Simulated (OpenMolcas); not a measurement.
**Cr⁴⁺ among point charges: CASSCF and CASPT2 levels and susceptibility**

Aim: the splitting of the states of Cr⁴⁺ in the field of 6 point charges, its lowest levels with spin-orbit coupling and its magnetic susceptibility.

Method: state-averaged CASSCF and CASPT2, spin-orbit coupling by RASSI with atomic mean-field integrals. Code: OpenMolcas 26.06.

## 1. Starting point

- Species: Cr⁴⁺ (chromium, Z = 24, 20 electrons)
- Basis: ANO-RCC-VTZP [6s5p3d2f1g], 59 functions
- Scalar Hamiltonian: DKH2, point nucleus
- Inactive shells: 1s 2s 2p 3s 3p
- Active space: 2 electrons in 5 orbitals (3d)
- Some configurations of this space: 3d²
- Orbitals: optimised for each spin and parity, averaged over all roots

Outer shells as boxes (Hund's rule):

3d2
```
3d [↑ ][↑ ][  ][  ][  ]
```

The ion sits among 6 point charges of -2.2 e arranged as an octahedron (Oh), 2.09 Å from the ion.

The work runs as a chain of OpenMolcas steps in one folder; each step below is one input file. Labels, J, g values, rates, χT and fits are worked out afterwards by a script from the matrices that RASSI stores. The input lists half of the charges; inversion (Group=XYZ) makes the rest.

## 2. GATEWAY and SEWARD: basis and integrals

Contents of a.inp:

```
&GATEWAY
Coord
1

Cr 0.0 0.0 0.0
Basis=ANO-RCC-VTZP
Group=XYZ
NoMove
AngMom=0.0 0.0 0.0
AMFI
XField
3 Angstrom 0
2.090000 0.000000 0.000000 -2.200000
0.000000 2.090000 0.000000 -2.200000
0.000000 0.000000 2.090000 -2.200000
&SEWARD
```

The run is started by

```sh
> OMP_NUM_THREADS=1 MOLCAS_MEM=1689 MOLCAS_PROJECT=a pymolcas a.inp > a.log
```

## 3. Reference wave functions, triplets of even parity, 10 roots

Contents of a.inp:

```
&RASSCF
FileOrb=start.orb
Symmetry=1
Spin=3
nActEl=2 0 0
Inactive=3 6
Ras2=5 0
CIRoot=10 10 1
SDav=10
CIMx=300
Iter=120 100
PrWF=0.3
OrbListing=Nothing
MaxOrb=0
>>> COPY $Project.JobIph JOB001
```

start.orb holds the contracted functions of the basis, ordered by shell, or the orbitals of the step before.

## 4. Reference wave functions, singlets of even parity, 15 roots

Contents of a.inp:

```
&RASSCF
FileOrb=start.orb
Symmetry=1
Spin=1
nActEl=2 0 0
Inactive=3 6
Ras2=5 0
CIRoot=15 15 1
SDav=15
CIMx=300
Iter=120 100
PrWF=0.3
OrbListing=Nothing
MaxOrb=0
>>> COPY $Project.JobIph JOB002
```

## 5. State interaction with spin-orbit coupling

Contents of a.inp:

```
&RASSI
NrOfJobIphs=2 10 15
1 2 3 4 5 6 7 8 9 10
1 2 3 4 5 6 7 8 9 10 11 12 13 14 15
IphNames
JOB001
JOB002
EJob
SpinOrbit
DIPRint=1.0
SOCoupling=1000.0
Subsets=2
Property=9
'ANGMOM' 1 'ANGMOM' 2 'ANGMOM' 3 'MLTPL  1' 1 'MLTPL  1' 2 'MLTPL  1' 3
'AMFI' 1 'AMFI' 2 'AMFI' 3
SOProperty=3
'ANGMOM' 1 'ANGMOM' 2 'ANGMOM' 3
```

## 6. CASPT2: IPEA 0.25, imaginary shift 0.1 (closed shells correlated: 3s 3p)

Contents of a.inp:

```
>>> COPY JOB001 $Project.JobIph
&CASPT2
Multistate=10 1 2 3 4 5 6 7 8 9 10
NoMult
Frozen=2 3
IPEA=0.25
Imaginary=0.1
MaxIter=60
WThr=0.0 0.3 0.05
PrWF=0.5
NoMix
>>> COPY JOB002 $Project.JobIph
&CASPT2
Multistate=15 1 2 3 4 5 6 7 8 9 10 11 12 13 14 15
NoMult
Frozen=2 3
IPEA=0.25
Imaginary=0.1
MaxIter=60
WThr=0.0 0.3 0.05
PrWF=0.5
NoMix
```

(Steps that only read results are left out.)

Q: Predict the outcome of this session. Wanted: spin-free ground state; first state of the same spin within the active space; lowest level; next level.

As calculated:

| quantity | value |
| --- | --- |
| method | SS-CASPT2, IPEA 0.25, imaginary shift 0.1 (closed shells correlated: 3s 3p) |
| spin-free ground state | 3T1, 3-fold in its orbital part |
| first state of the same spin within the active space | 3T2 at 1870 cm⁻¹ |
| lowest level | 2-fold E, g = 0.00, 0.00, 0.00 |
| next level | 84.8 cm⁻¹ |
| χT at 300 K | 0.60 cm³ K/mol |
| effective moment at 300 K | 2.20 μB |

Cost by method:

```tsv
method	time of its own steps	time with the reference
A. CASSCF	8 s	8 s
B. SS-CASPT2, IPEA 0.25, imaginary shift 0.1, +3s 3p	4.6 s	13 s
```

Times are of one thread on a shared host.

What this shows: The spin-free ground state (3T1) comes to 100 % from free-ion F terms and keeps the highest spin of the shell. χT at 300 K is 0.60, against 1.00 cm³ K/mol for the spin alone, so spin-orbit coupling lowers it. A ligand-field fit to the states below 45000 cm-1 gives 10Dq = 3363 cm-1, B = 1091 cm-1 and C = 4116 cm-1 (C/B = 3.77), with a deviation of 519 cm-1. CASPT2 does not keep the components of a term degenerate, and the means are used. The field of point charges can differ much from that of real complexes. This is an electrostatic model: the charges have no orbitals.
